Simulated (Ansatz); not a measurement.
# C₂H₅GaS: basis-set convergence

How large a basis does C₂H₅GaS need? Two functionals are run in growing sets.

Program: Ansatz 0.2.0, Gaussian basis. Level of theory: one geometry, several basis sets. These are calculated values, not measurements.

Levels to be run: PBE0-D4/def2-SVP; ωB97M-V/def2-SVP; PBE0-D4/def2-QZVPP; ωB97M-V/def2-QZVPP; the functionals' def2-TZVPP values are taken from earlier runs.

## Step 1: The relaxed structure

The geometry comes from an earlier relaxation with PBE0-D4 in a triple-zeta def2 set; it is a stationary point, not always the lowest conformer.

SMILES `C[CH]1[S][GaH]1`, 9 atoms, charge 0, spin multiplicity 1.

Atoms are counted from 1 here; the program's logs count them from 0.

Bond lengths: C1–C2 1.505 Å, C1–H5 1.094 Å, C1–H6 1.092 Å, C1–H7 1.096 Å, C2–S3 1.891 Å, C2–Ga4 1.940 Å, C2–H8 1.088 Å, S3–Ga4 2.169 Å, Ga4–H9 1.533 Å. Angles: C2–C1–H5 110.5°, C2–C1–H6 112.1°, C2–C1–H7 110.8°, H5–C1–H6 108.1°, H5–C1–H7 107.9°, H6–C1–H7 107.3°, C1–C2–S3 115.4°, C1–C2–Ga4 124.6°, C1–C2–H8 113.0°, S3–C2–Ga4 69.0°, S3–C2–H8 109.8°, Ga4–C2–H8 116.3°, C2–S3–Ga4 56.6°, C2–Ga4–S3 54.5°, C2–Ga4–H9 164.3°, S3–Ga4–H9 141.2°.

Geometry (Å):

```xyz
9
charge 0, multiplicity 1
C     0.39273    0.60716   -1.01377
C     0.06799   -0.54157   -0.09800
S     1.16772   -0.69380    1.43277
Ga   -0.97813   -0.39082    1.52883
H    -0.35255    0.68359   -1.81146
H     0.42082    1.56059   -0.48222
H     1.37318    0.46640   -1.48234
H     0.02089   -1.49761   -0.61495
H    -2.11265   -0.19393    2.54114
```

## Step 2: PBE0-D4 in def2-SVP

in.yaml reads:

```yaml
crystal:
  periodic: [false, false, false]
  atoms:
    - {symbol: C, position_ang: [0.392734, 0.607160, -1.013766]}
    - {symbol: C, position_ang: [0.067990, -0.541573, -0.098005]}
    - {symbol: S, position_ang: [1.167716, -0.693801, 1.432770]}
    - {symbol: Ga, position_ang: [-0.978128, -0.390816, 1.528834]}
    - {symbol: H, position_ang: [-0.352554, 0.683589, -1.811457]}
    - {symbol: H, position_ang: [0.420824, 1.560590, -0.482216]}
    - {symbol: H, position_ang: [1.373176, 0.466402, -1.482341]}
    - {symbol: H, position_ang: [0.020894, -1.497608, -0.614949]}
    - {symbol: H, position_ang: [-2.112652, -0.193933, 2.541140]}
basis:
  gaussian: {orbitals: def2-SVP}
hamiltonian: {xc: pbe0, dispersion: d4}
output: {orbitals: {seedname: orbitals}}
```

After this run come: ωB97M-V in def2-SVP; PBE0-D4 in def2-QZVPP; ωB97M-V in def2-QZVPP.

Q: Predict the results of all the runs planned. Wanted: PBE0-D4: double and triple zeta above quadruple; ωB97M-V: double and triple zeta above quadruple.

**Answer**, as computed:

| quantity | value |
| --- | --- |
| PBE0-D4: double and triple zeta above quadruple | 14.45, 1.62 eV |
| ωB97M-V: double and triple zeta above quadruple | 14.47, 1.57 eV |

For PBE0-D4 the step from double to triple zeta gains 12.83 eV and the next only 1.62 eV. Total energies overstate the basis error of differences, where much of it tends to cancel.
